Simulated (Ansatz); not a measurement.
NiMoIrPdW under changes of volume

One of the cells (14.609 Å³/atom); the others are scaled copies at fixed shape and fractional positions:

```
Ni Mo Pd Ir W
1.0
     2.76616    0.00000    0.00000
    -1.38308    2.39557    0.00000
     0.00000    0.00000   11.02292
Ni Mo Pd Ir W
1 1 1 1 1
Direct
  0.33333 0.66667 0.59712
  0.00000 0.00000 0.41074
  0.66667 0.33333 0.79520
  0.66667 0.33333 0.19960
  0.33333 0.66667 0.99734
```

The cell was built by a generator and needn't be a form met in nature.

| Quantity | Value |
| --- | --- |
| Program | Ansatz 0.2.0 |
| Functional | PBE |
| Potentials or basis | Ansatz PAW |
| Cutoff | 420 eV (not typed: the program's choice for these potentials) |
| k mesh | 11 × 11 × 3 |
| Occupations | fermi-dirac, width 0.05 eV |
| Spin | collinear spin, ferromagnetic start |
| Starting moments | [1.0, 1.0, 0.0, 0.6, 0.0] μB |

| volume (Å³/atom) | energy over the lowest point (meV/atom) | pressure (GPa) | largest force (eV/Å) |
| --- | --- | --- | --- |
| 13.732 | 47.60 | 18.4 | 0.429 |
| 14.024 | 20.44 | 11.6 | 0.301 |
| 14.317 | 4.99 | 5.6 | 0.182 |
| 14.609 | 0.00 | 0.1 | 0.161 |
| 14.901 | 4.35 | -4.7 | 0.227 |
| 15.193 | 17.04 | -9.0 | 0.288 |
| 15.485 | ? | ? | ? |

Task: What does the run at 15.485 Å³/atom give?

Result: Energy over the lowest point 37.16 meV/atom; pressure -12.9 GPa; largest force 0.345 eV/Å.

Worked out: A Birch-Murnaghan fit of order 3 (a polynomial in V^(-2/3)) to the other rows has its minimum at 14.61 Å³/atom with B0 = V·E''(V) = 255 GPa and B' = 4.6 at fixed shape and positions, which overstates the stiffness. It gives 37.16 meV/atom at 15.485 Å³/atom, against the run's 37.16, and -dE/dV = -12.9 GPa, against -12.9.

Energies are extrapolated to zero smearing.

Caveats: the starting moments weren't kept.
